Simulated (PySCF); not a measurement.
# C6H8F3+: a tour of settings

Aim: see how C6H8F3+ (`C=C[C+](CF)CC(F)F`) answers to the choice of functional, basis, grid and SCF options, and what happens with inputs that are wrong on purpose.

The runs use PySCF 2.14.0, with density-fitted response routines of our own; the level of theory stands in each step. All values are computed, except where a source is named. Atoms are numbered from 0 throughout.

## Step 1: The molecule as given

17 atoms, charge 1, multiplicity 1; geometry from: GFN2-xTB.

Bonds of the start (Å): C0–C1 1.36, C1–C2 1.41, C2–C3 1.47, C3–F4 1.35, C2–C5 1.46, C5–C6 1.57, C6–F7 1.33, C6–F8 1.35, C0–H9 1.08, C0–H10 1.08, C1–H11 1.08, C3–H12 1.11, C3–H13 1.10, C5–H14 1.09, C5–H15 1.09, C6–H16 1.10.

## Step 2: Shielding tensors: PBE0/pcSseg-1

Job settings and geometry (Å):

```
{"job": {"kind": "nmr", "xc": "PBE0", "basis": "pcSseg-1", "pop": true}, "charge": 1, "multiplicity": 1}
C      1.745175     1.475848     0.354798
C      1.511025     0.143441     0.434178
C      0.384883    -0.508957    -0.117253
C      0.194755    -1.935192     0.188207
F     -0.982291    -2.417318    -0.272260
C     -0.637543     0.167223    -0.912773
C     -1.787848     0.723005     0.001460
F     -2.592880     1.466395    -0.750330
F     -1.245190     1.525505     0.934759
H      2.590050     1.910258     0.867978
H      1.114318     2.167727    -0.182592
H      2.200787    -0.473198     0.998088
H      1.004329    -2.536640    -0.265718
H      0.236901    -2.132592     1.273191
H     -0.246412     1.032193    -1.452629
H     -1.128164    -0.525810    -1.603408
H     -2.368891    -0.069858     0.494394
```

Method: GIAO PBE0/pcSseg-1 NMR shielding, non-relativistic, gas phase.

Launch:

```bash
$ OMP_NUM_THREADS=1 python probes_run.py task.json out
```

This one command runs all jobs of the session in turn.

Output:

```text
coarse grid: 14736 points
cycle   1  E = -531.8273729047  dE =  1.531e+00  |g| = 8.349e-01  |ddm| = 3.602e+00
cycle   2  E = -531.6476188640  dE =  1.798e-01  |g| = 1.338e+00  |ddm| = 1.559e+00
cycle   3  E = -531.9470496058  dE = -2.994e-01  |g| = 1.423e-01  |ddm| = 9.935e-01
cycle   4  E = -531.9505118214  dE = -3.462e-03  |g| = 8.484e-02  |ddm| = 1.801e-01
cycle   5  E = -531.9524532818  dE = -1.941e-03  |g| = 1.526e-02  |ddm| = 7.619e-02
cycle   6  E = -531.9524998884  dE = -4.661e-05  |g| = 4.247e-03  |ddm| = 1.397e-02
cycle   7  E = -531.9525037948  dE = -3.906e-06  |g| = 7.381e-04  |ddm| = 3.612e-03
final grid: 145040 points
cycle   8  E = -532.0245632670  dE = -6.093e-05  |g| = 7.776e-03  |ddm| = 3.645e-02
cycle   9  E = -532.0245598974  dE =  3.370e-06  |g| = 9.372e-03  |ddm| = 1.252e-02
cycle  10  E = -532.0245773291  dE = -1.743e-05  |g| = 1.387e-03  |ddm| = 6.583e-03
cycle  11  E = -532.0245776212  dE = -2.921e-07  |g| = 2.635e-04  |ddm| = 1.098e-03
cycle  12  E = -532.0245776271  dE = -5.921e-09  |g| = 1.918e-04  |ddm| = 3.304e-04
cycle  13  E = -532.0245776373  dE = -1.018e-08  |g| = 2.622e-05  |ddm| = 1.773e-04
cycle  14  E = -532.0245776375  dE = -1.518e-10  |g| = 7.601e-06  |ddm| = 2.770e-05
converged SCF energy = -532.0245776375

GIAO shielding tensors (ppm)
atom      isotropic    diamagn.    paramagn.     s11        s22        s33       span
  0 C      -13.036     255.991    -269.026   -125.610    -88.425    174.928    300.538
  1 C       41.916     255.191    -213.275    -62.665     21.430    166.982    229.647
  2 C      -76.908     266.598    -343.507   -221.894   -152.532    143.700    365.594
  3 C       91.132     242.134    -151.002     73.901     77.519    121.976     48.075
  4 F      397.965     471.660     -73.695    356.837    400.814    436.243     79.406
  5 C      133.028     252.513    -119.486     83.043    136.649    179.391     96.349
  6 C       70.127     240.723    -170.596     53.630     68.164     88.588     34.958
  7 F      276.095     467.675    -191.581    195.215    304.572    328.497    133.282
  8 F      276.928     475.711    -198.784    202.624    273.945    354.214    151.590
  9 H       22.544      26.678      -4.134     19.182     22.879     25.571      6.389
 10 H       22.312      31.223      -8.911     15.797     22.566     28.573     12.775
 11 H       23.580      30.619      -7.038     21.385     22.048     27.308      5.923
 12 H       24.827      25.944      -1.117     20.305     24.938     29.240      8.936
 13 H       24.988      27.020      -2.032     20.921     24.969     29.073      8.152
 14 H       27.288      31.611      -4.322     24.325     26.584     30.956      6.631
 15 H       26.509      29.655      -3.145     22.536     27.153     29.838      7.302
 16 H       25.133      27.974      -2.841     22.240     24.856     28.302      6.062
```

Wall time 68 s (1 thread of Arm Neoverse N1, shared host); peak memory 0.87 GiB.

Shifts follow as δ = σ(reference) − σ, with reference shieldings (ppm) from runs at the same level and on the same kind of geometry: 1H TMS 31.72, 13C TMS 186.9, 19F CFCl3 170.9. The references are single molecules in the gas phase, so shifts against H2O, NH3, PH3, H3PO4 or CFCl3 are not on the usual liquid scales and can be off by tens of ppm. Atoms listed in one row are averaged.

```csv
atoms,environment,σ (ppm),δ (ppm)
C2,carbocation centre,-76.9,263.8
C0,terminal =CH2 carbon,-13.0,200.0
C1,alkene CH,41.9,145.0
C6,sp3 CH bonded to 2 F,70.1,116.8
C3,sp3 CH2 bonded to F,91.1,95.8
C5,sp3 CH2,133.0,53.9
H10,hydrogen on a terminal =CH2 carbon,22.31,9.40
H9,hydrogen on a terminal =CH2 carbon,22.54,9.17
H11,hydrogen on an alkene CH,23.58,8.14
"H12, H13",hydrogen on an sp3 CH2 bonded to F,24.91,6.81
H16,hydrogen on an sp3 CH bonded to 2 F,25.13,6.58
"H14, H15",hydrogen on an sp3 CH2,26.90,4.82
"F7, F8",fluorine of a CF2 group,276.5,-105.6
F4,fluorine on an sp3 carbon,398.0,-227.0
```

The run also stored atomic charges by several schemes (e):

```csv
atoms,Mulliken,IAO,Hirshfeld,ESP fit
C0,0.06,-0.07,0.10,0.01
C1,-0.11,-0.16,-0.01,-0.26
C2,-0.27,0.24,0.17,0.33
C3,0.29,0.03,0.06,0.06
F4,-0.28,-0.28,-0.05,-0.18
C5,-0.23,-0.32,-0.07,-0.41
C6,0.54,0.48,0.18,0.42
"F7, F8",-0.26,-0.27,-0.06,-0.18
```

Mayer bond orders: C0–C1 1.67, C1–C2 1.27, C2–C3 1.05, C3–F4 0.93, C2–C5 1.10, C5–C6 0.93, C6–F7 1.01, C6–F8 0.96.

Orbitals, density, ELF and potential are computed afterwards from the orbital file.

Frontier orbitals at PBE0/pcSseg-1, with the share of their density that lies nearest to each atom:

```csv
orbital,energy (eV),lies on
HOMO,-14.16,"F7 17 %; C0, C1 about 15 % each; C5, C6 about 10 % each"
LUMO,-9.32,C2 39 %; C0 27 %
```

ELF in a plane through or near 7 of the atoms.

Values, 10 rows by 14 columns:
```
0.00 0.00 0.00 0.00 0.00 0.00 0.00 0.00 0.00 0.00 0.00 0.00 0.00 0.00
0.00 0.00 0.00 0.00 0.00 0.00 0.00 0.03 0.00 0.00 0.00 0.00 0.00 0.00
0.00 0.00 0.00 0.01 0.28 0.58 0.12 0.87 0.39 0.00 0.00 0.00 0.00 0.00
0.00 0.00 0.00 0.04 0.68 0.59 0.26 0.34 0.02 0.71 0.72 0.00 0.00 0.00
0.00 0.00 0.00 0.00 0.08 0.11 0.45 0.31 0.70 0.95 0.77 0.02 0.00 0.00
0.00 0.00 0.00 0.01 0.08 0.56 0.65 0.50 0.49 0.91 0.51 0.67 0.02 0.00
0.00 0.00 0.00 0.31 0.48 0.48 0.40 0.02 0.69 0.49 0.96 1.00 0.20 0.00
0.00 0.00 0.01 0.53 0.75 0.75 0.01 0.00 0.92 0.91 0.04 0.05 0.00 0.00
0.00 0.00 0.00 0.00 0.06 0.05 0.00 0.00 0.00 0.00 0.00 0.00 0.00 0.00
0.00 0.00 0.00 0.00 0.00 0.00 0.00 0.00 0.00 0.00 0.00 0.00 0.00 0.00
```
The map spans 11.5 Å across and 10.5 Å up, centred on the molecule. Atoms in the plane (x, y in Å): C0 (2.1, -0.9), C1 (1.6, 0.3), C2 (0.2, 0.6), C3 (-0.3, 1.9), F4 (-1.6, 2.1), F7 (-2.2, -2.1), H9 (3.1, -1.1).

On the surface of density 0.002 e/bohr³ the electrostatic potential runs, from the 1st to the 99th percentile, from 2.48 V near F7 to 6.09 V near H13.

## Step 3: Ultraviolet spectrum: PBE0/def2-SVPD

Settings changed since step 2:

```diff
@@ -1,2 +1,2 @@
-{"job": {"kind": "nmr", "xc": "PBE0", "basis": "pcSseg-1", "pop": true}, "charge": 1, "multiplicity": 1}
+{"job": {"kind": "uv", "xc": "PBE0", "basis": "def2-SVPD", "nstates": 6, "ntriplets": 2, "tda": false, "grid": 3}, "charge": 1, "multiplicity": 1}
 C      1.745175     1.475848     0.354798
```

Method: TDDFT PBE0/def2-SVPD, vertical, gas phase, core orbitals frozen in the response.

Output:

```text
coarse grid: 14736 points
cycle   1  E = -531.5210480152  dE =  1.458e+00  |g| = 7.822e-01  |ddm| = 7.117e+00
cycle   2  E = -531.3541036884  dE =  1.669e-01  |g| = 1.250e+00  |ddm| = 2.713e+00
cycle   3  E = -531.6334223096  dE = -2.793e-01  |g| = 1.427e-01  |ddm| = 1.699e+00
cycle   4  E = -531.6372430233  dE = -3.821e-03  |g| = 7.736e-02  |ddm| = 3.856e-01
cycle   5  E = -531.6388618711  dE = -1.619e-03  |g| = 1.641e-02  |ddm| = 1.802e-01
cycle   6  E = -531.6389202792  dE = -5.841e-05  |g| = 3.944e-03  |ddm| = 3.253e-02
cycle   7  E = -531.6389237746  dE = -3.495e-06  |g| = 6.778e-04  |ddm| = 8.678e-03
final grid: 205960 points
cycle   8  E = -531.7116084620  dE = -6.222e-05  |g| = 7.697e-03  |ddm| = 1.824e-01
cycle   9  E = -531.7116045034  dE =  3.959e-06  |g| = 9.386e-03  |ddm| = 3.518e-02
cycle  10  E = -531.7116222530  dE = -1.775e-05  |g| = 1.307e-03  |ddm| = 1.441e-02
cycle  11  E = -531.7116225464  dE = -2.934e-07  |g| = 2.552e-04  |ddm| = 2.378e-03
cycle  12  E = -531.7116225531  dE = -6.704e-09  |g| = 1.863e-04  |ddm| = 8.352e-04
cycle  13  E = -531.7116225628  dE = -9.741e-09  |g| = 2.930e-05  |ddm| = 4.197e-04
cycle  14  E = -531.7116225630  dE = -2.029e-10  |g| = 7.611e-06  |ddm| = 9.314e-05
converged SCF energy = -531.7116225630

Static polarisability (au): isotropic 75.942, principal 52.336 79.465 96.024

Singlet excitations
state   eV       nm        f      main configurations
  1   4.1060    302.0   0.10433   H->L 0.76, H-1->L 0.23
  2   4.6952    264.1   0.19492   H-1->L 0.57, H-2->L 0.21, H->L 0.17
  3   4.7886    258.9   0.06600   H-2->L 0.76, H-1->L 0.15
  4   5.1205    242.1   0.00187   H-4->L 0.43, H-5->L 0.25, H-3->L 0.15
  5   5.5326    224.1   0.00098   H-5->L 0.56, H-4->L 0.21, H-3->L 0.15
  6   5.5960    221.6   0.04319   H-3->L 0.61, H-4->L 0.17, H-6->L 0.13

Triplet excitations (Tamm-Dancoff, eV): 2.5958 3.6798
```

It took 1.8 min on 1 thread of Arm Neoverse N1, shared host; peak memory 1.1 GiB.

The orbitals next to the gap, with their largest atomic shares:

```csv
orbital,eV,atoms
HOMO−3,-15.79,"F4 32 %, F7 17 %, C2 10 %"
HOMO−2,-15.56,"F4 42 %, C3 16 %, C2 14 %"
HOMO−1,-14.61,"F4 16 %, C1 12 %, F8 11 %"
HOMO,-14.19,"C1 18 %, F7 15 %, C0 15 %"
LUMO,-9.31,"C2 33 %, C0 28 %, C1 9 %"
LUMO+1,-5.03,"C1 34 %, C0 25 %, C2 15 %"
LUMO+2,-3.58,"C3 24 %, C2 10 %, C1 10 %"
```

With each of the 6 states as a Gaussian band of 0.4 eV half-width at 1/e, the curve within the window shown has maxima at 264 nm (ε 11,000) L/(mol cm). Beyond the last state computed it falls off for lack of states. The curve at chosen wavelengths:

```csv
nm,ε (L/mol/cm)
210,1018
216,1615
221,1893
227,2001
233,2347
239,3512
244,5215
250,7700
256,9828
261,10791
267,10799
273,9880
279,8603
284,7598
290,6629
296,5885
302,5236
307,4686
313,3980
319,3241
324,2640
330,1980
336,1424
342,985
347,705
353,458
```

Leading natural transition orbitals of singlet state 2: the hole lies on F4 33 %; H12 14 %; C0, C1 about 11 % each; the particle on C2 43 %; C0 23 %.

Leading natural transition orbitals of singlet state 1: the hole lies on F7, F8 about 21 % each; H16 19 %; C5, C6 about 12 % each; the particle on C2 40 %; C0 26 %.

Further results of this job:

```csv
property,computed
polarisability (Å³),11.25
HOMO–LUMO gap (eV),4.89
−ε(HOMO) (eV),14.19
```

## Step 4: Shielding tensors: PBE0/IGLO-II in methanol

Settings changed since step 3:

```diff
@@ -1,2 +1,2 @@
-{"job": {"kind": "uv", "xc": "PBE0", "basis": "def2-SVPD", "nstates": 6, "ntriplets": 2, "tda": false, "grid": 3}, "charge": 1, "multiplicity": 1}
+{"job": {"kind": "nmr", "xc": "PBE0", "basis": "IGLO-II", "solvent": "methanol", "pop": false}, "charge": 1, "multiplicity": 1}
 C      1.745175     1.475848     0.354798
```

Method: GIAO PBE0/IGLO-II NMR shielding, non-relativistic, IEF-PCM methanol.

Output:

```text
coarse grid: 14736 points
cycle   1  E = -532.1926652608  dE =  1.433e+00  |g| = 8.370e-01  |ddm| = 3.187e+00
cycle   2  E = -532.0488675861  dE =  1.438e-01  |g| = 1.276e+00  |ddm| = 1.171e+00
cycle   3  E = -532.3082299704  dE = -2.594e-01  |g| = 1.067e-01  |ddm| = 7.490e-01
cycle   4  E = -532.3096391361  dE = -1.409e-03  |g| = 7.457e-02  |ddm| = 1.125e-01
cycle   5  E = -532.3110695771  dE = -1.430e-03  |g| = 1.249e-02  |ddm| = 5.141e-02
cycle   6  E = -532.3110997042  dE = -3.013e-05  |g| = 3.454e-03  |ddm| = 9.495e-03
cycle   7  E = -532.3111022330  dE = -2.529e-06  |g| = 4.637e-04  |ddm| = 2.354e-03
final grid: 145040 points
cycle   8  E = -532.3206948459  dE = -1.210e-04  |g| = 7.424e-03  |ddm| = 3.403e-02
cycle   9  E = -532.3206939894  dE =  8.565e-07  |g| = 8.197e-03  |ddm| = 9.349e-03
cycle  10  E = -532.3207067610  dE = -1.277e-05  |g| = 1.373e-03  |ddm| = 4.818e-03
cycle  11  E = -532.3207070148  dE = -2.538e-07  |g| = 2.721e-04  |ddm| = 9.473e-04
cycle  12  E = -532.3207070257  dE = -1.093e-08  |g| = 8.886e-05  |ddm| = 2.024e-04
cycle  13  E = -532.3207070273  dE = -1.553e-09  |g| = 3.599e-05  |ddm| = 7.547e-05
cycle  14  E = -532.3207070276  dE = -3.239e-10  |g| = 7.474e-06  |ddm| = 2.708e-05
converged SCF energy = -532.3207070276

GIAO shielding tensors (ppm)
atom      isotropic    diamagn.    paramagn.     s11        s22        s33       span
  0 C      -10.524     252.943    -263.467   -121.537    -87.999    177.963    299.499
  1 C       43.397     252.619    -209.222    -59.772     20.355    169.610    229.383
  2 C      -72.725     256.130    -328.855   -212.094   -150.396    144.315    356.410
  3 C       92.432     240.969    -148.537     75.008     77.955    124.332     49.324
  4 F      408.335     470.863     -62.528    364.499    413.475    447.030     82.532
  5 C      138.938     250.872    -111.933     92.605    141.949    182.262     89.657
  6 C       71.864     238.391    -166.528     56.390     69.843     89.358     32.968
  7 F      300.447     467.941    -167.493    217.346    325.344    358.653    141.307
  8 F      292.959     475.111    -182.152    212.365    292.558    373.954    161.589
  9 H       22.955      27.768      -4.813     19.348     23.637     25.881      6.533
 10 H       22.655      30.983      -8.328     16.101     23.038     28.826     12.725
 11 H       23.694      29.749      -6.055     21.534     22.151     27.395      5.861
 12 H       25.156      26.450      -1.294     20.767     25.302     29.399      8.632
 13 H       25.254      27.504      -2.250     21.256     25.278     29.228      7.972
 14 H       27.494      31.980      -4.487     24.559     26.791     31.132      6.573
 15 H       27.026      30.312      -3.287     23.076     27.584     30.418      7.342
 16 H       25.433      28.120      -2.688     22.578     25.269     28.451      5.873
```

Wall time 63 s (1 thread of Arm Neoverse N1, shared host); peak memory 1 GiB.

In short: σ C2 -72.7, C0 -10.5, C1 43.4, C6 71.9, H10 22.65, H9 22.96 ppm.

## Step 5: NMR shieldings: KT2/pcSseg-0

Settings changed since step 4:

```diff
@@ -1,2 +1,2 @@
-{"job": {"kind": "nmr", "xc": "PBE0", "basis": "IGLO-II", "solvent": "methanol", "pop": false}, "charge": 1, "multiplicity": 1}
+{"job": {"kind": "nmr", "xc": "KT2", "basis": "pcSseg-0", "pop": true, "scf": {"diis": false, "max_cycle": 73}}, "charge": 1, "multiplicity": 1}
 C      1.745175     1.475848     0.354798
```

Level: GIAO KT2/pcSseg-0 NMR shielding, non-relativistic, gas phase.

Output:

```text
final grid: 145040 points
cycle   1  E = -539.2100820016  dE =  1.394e+00  |g| = 9.360e-01  |ddm| = 4.156e+00
cycle   2  E = -537.9306659379  dE =  1.279e+00  |g| = 2.602e+00  |ddm| = 4.130e+00
cycle   3  E = -536.0940743767  dE =  1.837e+00  |g| = 4.125e+00  |ddm| = 6.667e+00
cycle   4  E = -491.5082714773  dE =  4.459e+01  |g| = 1.063e+01  |ddm| = 4.719e+01
cycle   5  E = -390.8126435819  dE =  1.007e+02  |g| = 1.122e+01  |ddm| = 6.657e+01
cycle   6  E = -342.1094579496  dE =  4.870e+01  |g| = 1.033e+01  |ddm| = 1.204e+02
cycle   7  E = -238.4809693036  dE =  1.036e+02  |g| = 1.755e+01  |ddm| = 1.409e+02
cycle   8  E = -277.8023865184  dE = -3.932e+01  |g| = 9.286e+00  |ddm| = 2.216e+02
cycle   9  E = -239.4389620010  dE =  3.836e+01  |g| = 9.854e+00  |ddm| = 2.229e+02
cycle  10  E = -276.8130929734  dE = -3.737e+01  |g| = 8.828e+00  |ddm| = 2.222e+02
[... 53 cycles left out ...]
cycle  64  E = -276.7513270225  dE = -3.586e+01  |g| = 8.768e+00  |ddm| = 2.208e+02
cycle  65  E = -240.8951051185  dE =  3.586e+01  |g| = 9.986e+00  |ddm| = 2.208e+02
cycle  66  E = -276.7513270225  dE = -3.586e+01  |g| = 8.768e+00  |ddm| = 2.208e+02
cycle  67  E = -240.8951051185  dE =  3.586e+01  |g| = 9.986e+00  |ddm| = 2.208e+02
cycle  68  E = -276.7513270225  dE = -3.586e+01  |g| = 8.768e+00  |ddm| = 2.208e+02
cycle  69  E = -240.8951051185  dE =  3.586e+01  |g| = 9.986e+00  |ddm| = 2.208e+02
cycle  70  E = -276.7513270225  dE = -3.586e+01  |g| = 8.768e+00  |ddm| = 2.208e+02
cycle  71  E = -240.8951051185  dE =  3.586e+01  |g| = 9.986e+00  |ddm| = 2.208e+02
cycle  72  E = -276.7513270225  dE = -3.586e+01  |g| = 8.768e+00  |ddm| = 2.208e+02
cycle  73  E = -240.8951051185  dE =  3.586e+01  |g| = 9.986e+00  |ddm| = 2.208e+02
SCF not converged, last energy = -240.8951051185
```

It took 94 s on 1 thread of Arm Neoverse N1, shared host; peak memory 0.61 GiB.

Diagnosis: The SCF swings between two densities 35.86 Eh apart: plain iteration without DIIS overshoots. The remedy is to turn DIIS on. Numbers printed on the way are no properties of the molecule.

## Step 6: Ultraviolet spectrum: wB97X/def2-SVPD

Settings changed since step 5:

```diff
@@ -1,2 +1,2 @@
-{"job": {"kind": "nmr", "xc": "KT2", "basis": "pcSseg-0", "pop": true, "scf": {"diis": false, "max_cycle": 73}}, "charge": 1, "multiplicity": 1}
+{"job": {"kind": "uv", "xc": "wB97X", "basis": "def2-SVPD", "nstates": 1, "ntriplets": 2, "tda": true, "grid": 3}, "charge": 1, "multiplicity": 1}
 C      1.745175     1.475848     0.354798
```

With the program's defaults for keys left out, this is: TDA wB97X/def2-SVPD, vertical, gas phase, core orbitals frozen in the response.

Output:

```text
coarse grid: 14736 points
cycle   1  E = -531.8718921141  dE =  1.862e+00  |g| = 9.356e-01  |ddm| = 6.926e+00
cycle   2  E = -531.8950054194  dE = -2.311e-02  |g| = 1.003e+00  |ddm| = 2.574e+00
cycle   3  E = -532.0634113968  dE = -1.684e-01  |g| = 9.339e-02  |ddm| = 1.301e+00
cycle   4  E = -532.0651173485  dE = -1.706e-03  |g| = 2.881e-02  |ddm| = 2.582e-01
cycle   5  E = -532.0653678637  dE = -2.505e-04  |g| = 8.834e-03  |ddm| = 1.180e-01
cycle   6  E = -532.0653915944  dE = -2.373e-05  |g| = 3.669e-03  |ddm| = 2.267e-02
cycle   7  E = -532.0653967414  dE = -5.147e-06  |g| = 1.049e-03  |ddm| = 1.292e-02
final grid: 205960 points
cycle   8  E = -532.1469934046  dE = -1.345e-04  |g| = 8.076e-03  |ddm| = 2.204e-01
cycle   9  E = -532.1469971994  dE = -3.795e-06  |g| = 7.760e-03  |ddm| = 3.061e-02
cycle  10  E = -532.1470060236  dE = -8.824e-06  |g| = 6.714e-04  |ddm| = 7.034e-03
cycle  11  E = -532.1470061478  dE = -1.242e-07  |g| = 4.174e-04  |ddm| = 3.080e-03
cycle  12  E = -532.1470061899  dE = -4.210e-08  |g| = 6.432e-05  |ddm| = 1.205e-03
cycle  13  E = -532.1470061923  dE = -2.342e-09  |g| = 4.054e-05  |ddm| = 3.353e-04
cycle  14  E = -532.1470061930  dE = -7.026e-10  |g| = 9.558e-06  |ddm| = 1.423e-04
converged SCF energy = -532.1470061930

Static polarisability (au): isotropic 74.542, principal 52.447 75.842 95.337

Singlet excitations
state   eV       nm        f      main configurations
  1   4.9131    252.4   0.26448   H->L 0.88

Triplet excitations (Tamm-Dancoff, eV): 2.6313 4.5438
```

Run time: 91 s. Hardware: 1 thread of Arm Neoverse N1, shared host; peak memory 1.2 GiB.

In short: HOMO -16.52 eV, LUMO -7.23 eV; lowest singlet 4.91 eV.

## Step 7: Comparing the runs: NMR shifts

Isotropic shieldings (ppm) of some atoms, chosen among heavy atoms and hydrogens apart, means over like atoms, with basis size and wall time:

```csv
run,C2,C0,C5,H9,H14,F7,F4,functions,time
PBE0/pcSseg-1,-76.9,-13.0,133.0,22.54,26.90,276.5,398.0,193,68 s
PBE0/IGLO-II in methanol,-72.7,-10.5,138.9,22.96,27.26,296.7,408.3,246,63 s
```

## Step 8: Side by side: electronic excitations

Excitations and ground-state properties, with basis size and wall time:

```csv
run,lowest singlet (eV),brightest (eV),f,gap (eV),α (Å³),functions,time
PBE0/def2-SVPD,4.11,4.70,0.195,4.89,11.25,253,1.8 min
wB97X/def2-SVPD,4.91,4.91,0.264,9.29,11.05,253,91 s
```

## Step 9: Outcome

```
                                                                 quantity                                            value
                                   13C shifts against TMS (PBE0/pcSseg-1)       263.8, 200.0, 145.0, 116.8, 95.8, 53.9 ppm
   1H shifts against TMS (PBE0/pcSseg-1, means over atoms taken as alike)           9.40, 9.17, 8.14, 6.81, 6.58, 4.82 ppm
19F shifts against CFCl3 (PBE0/pcSseg-1, means over atoms taken as alike)                               -105.6, -227.0 ppm
                                          lowest singlet (PBE0/def2-SVPD)                      4.11 eV (302 nm), f = 0.104
                                 brightest single state of those computed                      state 2, 4.70 eV, f = 0.195
                                                           lowest triplet                                          2.60 eV
                       range of the shielding of F7 (with its like atoms)                               276.5 to 296.7 ppm
                                              range of the lowest singlet                                  4.11 to 4.91 eV
                                            property runs in this session  5, of which 1 failed and 0 gave unsound results
```

Single values in the summary come from the first sound run of each kind (PBE0/pcSseg-1; PBE0/def2-SVPD), which need not be the best level. The most deshielded carbon is C2 (carbocation centre), at 263.8 ppm: the empty p orbital gives low-energy magnetic excitations and strong deshielding. At PBE0/pcSseg-1: The widest tensor belongs to C2: span 366 ppm, with a paramagnetic part of -344 ppm. By nearest atom (PBE0/pcSseg-1), the HOMO sits on F7 17 %; C0, C1 about 15 % each and the LUMO on C2 39 %; C0 27 %. The lowest singlet, at 4.11 eV, is HOMO→LUMO 0.76, HOMO−1→LUMO 0.23 and is bright; of the 6 states computed, the strongest absorption comes from state 2 at 4.70 eV. The lowest triplet lies 1.51 eV below the lowest singlet (triplets in Tamm-Dancoff, singlets in full TDDFT). In ppm, F7 (with its like atoms) moves most: its shielding spreads over 20.2 ppm, from 276.5 (PBE0/pcSseg-1) to 296.7 (PBE0/IGLO-II in methanol). The lowest singlet runs from 4.11 eV (PBE0/def2-SVPD) to 4.91 eV (wB97X/def2-SVPD), while the orbital gap spans 4.89 to 9.29 eV: the excitation energy moves far less from run to run than the orbital gap does. Some runs use the Tamm-Dancoff approximation and others full TDDFT, which shifts states apart from functional and basis. The lowest state need not be the same one in every run. The runs solved for a few states only, so the brightest column depends on that window.
